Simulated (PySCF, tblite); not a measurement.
# C4H4F4O2: geometry, infrared bands and NMR shifts

Wanted: the infrared bands and NMR shifts of C4H4F4O2 (`F[C@@H]1C[C@H](F)OC(F)(F)O1`), by calculation.

The runs use tblite 0.8.0 and PySCF 2.14.0, with density-fitted response routines of our own; the level of theory stands in each step. All values are computed, except where a source is named. Atoms are numbered from 0 throughout.

**1. The molecule as given**

14 atoms, charge 0, multiplicity 1; geometry from: force field or distance geometry start.

Bonds of the start (Å): F0–C1 1.38, C1–C2 1.51, C2–C3 1.53, C3–F4 1.38, C3–O5 1.38, O5–C6 1.38, C6–F7 1.39, C6–F8 1.39, C6–O9 1.39, O9–C1 1.40, C1–H10 1.11, C2–H11 1.10, C2–H12 1.11, C3–H13 1.10.

**2. Relaxing the molecule with GFN2-xTB**

What the job is given:

```
{"job": {"kind": "relax", "xc": "GFN2-xTB", "basis": "xTB"}, "charge": 0, "multiplicity": 1}
F     -0.113500    -1.170800    -1.399700
C     -0.254400    -1.256700    -0.029100
C     -1.175700    -0.129400     0.384000
C     -0.532100     1.147000    -0.156200
F     -1.381000     1.604100    -1.140200
O      0.676300     0.871400    -0.755600
C      1.544100     0.107500     0.000400
F      2.199000     0.825700     0.995100
F      2.532400    -0.350300    -0.869400
O      0.949600    -0.985300     0.624300
H     -0.680100    -2.242300     0.246300
H     -1.199400    -0.040400     1.484000
H     -2.181300    -0.261500    -0.060600
H     -0.384400     1.880400     0.654500
```

The run is started by

```console
OMP_NUM_THREADS=1 python probes_run.py task.json out
```

The driver reads the jobs from task.json and runs them one after another.

**Question.** This job is followed by: GFN2-xTB harmonic vibrations, gas phase; GIAO PBE0/pcSseg-1 NMR shielding, non-relativistic, gas phase. What will the session give for the following? strongest single infrared mode (GFN2-xTB); zero-point energy (GFN2-xTB); 13C shifts against TMS (PBE0/pcSseg-1, means over atoms taken as alike); 1H shifts against TMS (PBE0/pcSseg-1, means over atoms taken as alike); 19F shifts against CFCl3 (PBE0/pcSseg-1, means over atoms taken as alike); 17O shifts against H2O (PBE0/pcSseg-1, means over atoms taken as alike).

**Answer**, as computed:

| quantity | value |
| --- | --- |
| strongest single infrared mode (GFN2-xTB) | 1156 cm⁻¹, 365 km/mol |
| zero-point energy (GFN2-xTB) | 53.9 kcal/mol |
| 13C shifts against TMS (PBE0/pcSseg-1, means over atoms taken as alike) | 128.8, 108.3, 40.5 ppm |
| 1H shifts against TMS (PBE0/pcSseg-1, means over atoms taken as alike) | 6.24, 2.62, 2.37 ppm |
| 19F shifts against CFCl3 (PBE0/pcSseg-1, means over atoms taken as alike) | -64.4, -67.3, -141.6 ppm |
| 17O shifts against H2O (PBE0/pcSseg-1, means over atoms taken as alike) | 152.2 ppm |

**Reading.** The optimisation took 45 steps and gained 0.639 eV; among the close pairs (by a distance rule), C6–F8 changed most, from 1.394 to 1.332 Å. The lowest mode is imaginary (35i cm⁻¹), so the xTB geometry is not a minimum. The strongest single mode, at 1156 cm⁻¹, is spread over many atoms; the largest shares are those of C6, H12. GFN2-xTB is a fitted tight-binding method: band positions and strengths are rough. Its intensities can rank the bands wrongly. The most deshielded hydrogen is H10, H13 (mean) (hydrogen on an sp3 CH bonded to F and O), at 6.24 ppm: its carbon carries F and O, which withdraws density. At PBE0/pcSseg-1: The largest span, 211 ppm, is at F7, where the paramagnetic term is -238 ppm.
